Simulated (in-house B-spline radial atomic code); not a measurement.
**Au⁴⁹⁺: levels and lines by CI+MBPT**

Aim: the levels, terms and lines of the two outer electrons of Au⁴⁹⁺ (core: [Ar] 3d10), by configuration interaction with and without the many-body corrections.

Program: an in-house B-spline radial atomic code, version 1. Level of theory: configuration interaction of two valence electrons in the frozen-core Dirac-Hartree-Fock potential, then with screened core-valence correlation, Breit and QED (CI+MBPT), no-pair Dirac, B-spline basis. These are calculated values, not measurements, unless marked.

## Step 1: Starting point

```
element : gold (Z = 79)
charge  : +49
core    : [Ar] 3d10
nucleus : mass number 197, rms radius 5.437 fm
```

## Step 2: The run

Settings:

```ini
basis_form = 3
Z = 79
core_configuration = [Ar] 3d10
rms_radius = 5.4371
mass_number = 197
speed_of_light = 137.035999084
box_radius = 1.765
lmax = 6
intervals = 55
virtual_cutoff = 12482.0
```

Command:

```bash
$ python run_mb.py task.json out
```

task.json holds these settings.

Further steps of the session: Transitions.

What does the calculation give? Wanted: ground level; ionisation energy; first excited level; strongest line from the ground level; largest CI block.

As calculated:

```
                               quantity                                                              value
                           ground level                                                            4s2 1S0
                      ionisation energy                                     2874.1 eV (plain CI 2876.3 eV)
                    first excited level                                              4s4p 3P°0 at 97.85 eV
   strongest line from the ground level                                     4s4p 1P°1, 4.806 nm, gf = 1.10
                       largest CI block                                                               2746
tabulated theoretical ionisation energy  2870.0 ± 4 eV (NIST Atomic Spectra Database, ionization energies)
```

In words: The ground level is 4s2 1S0; the corrections beyond plain CI change the ionisation energy by -2.3 eV, to 2874.1 eV. The lowest 12 levels have a mean term purity of 0.86, so spin-orbit coupling mixes the terms. The spin-changing line from 4s4p 3P°1 has a rate of 2.22e+10 1/s, against 1.06e+12 1/s for the strongest allowed line to the ground level; rates also scale with the cube of the energy, so the ratio isn't the spin rule alone. The tabulated theoretical ionisation energy is 2870.0 ± 4 eV, so the final value is off by +0.14 %.
